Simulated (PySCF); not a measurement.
# ClFGe2H5N: the cost of one run

The runs use PySCF 2.14.0, with density-fitted response routines of our own; the level of theory stands in each step. All values are computed, except where a source is named. Atoms are numbered from 0 throughout.

**1. The molecule as given**

10 atoms, charge 0, multiplicity 1; geometry from: GFN2-xTB. The atoms were then displaced at random by about 0.01 Å, so the start is not that level's minimum.

Bonds of the start (Å): F0–Ge1 1.75, Ge1–Cl2 2.07, Ge1–N3 1.84, N3–Ge4 1.80, Ge1–H5 1.51, N3–H6 1.00, Ge4–H7 1.48, Ge4–H8 1.52, Ge4–H9 1.49.

**2. Optimising the geometry at PBE0-D3(BJ)/def2-SVP**

The job: settings as JSON, then the geometry in Å.

```
{"job": {"xc": "PBE0", "basis": "def2-SVP", "d3": "d3bj", "grid": 1, "shake": 0.01, "kind": "geom"}, "charge": 0, "multiplicity": 1}
F     -2.065520     1.415100     1.334080
Ge    -1.551960     0.350820     0.046040
Cl    -1.956230    -1.595590     0.627880
N      0.256960     0.665940    -0.124840
Ge     1.546000    -0.593340    -0.219530
H     -2.380070     0.832300    -1.116780
H      0.520000     1.582910     0.174710
H      1.158160    -1.551960    -1.272830
H      1.748080    -1.299630     1.112430
H      2.775020     0.172530    -0.582200
```

Started as:

```
$ OMP_NUM_THREADS=1 python probes_run.py task.json out
```

This one command runs all jobs of the session in turn.

Q: Estimate the wall time and peak memory of this first job on 1 thread of Arm Neoverse V1, shared host.

About 3.1 min, with a peak of 0.59 GiB.
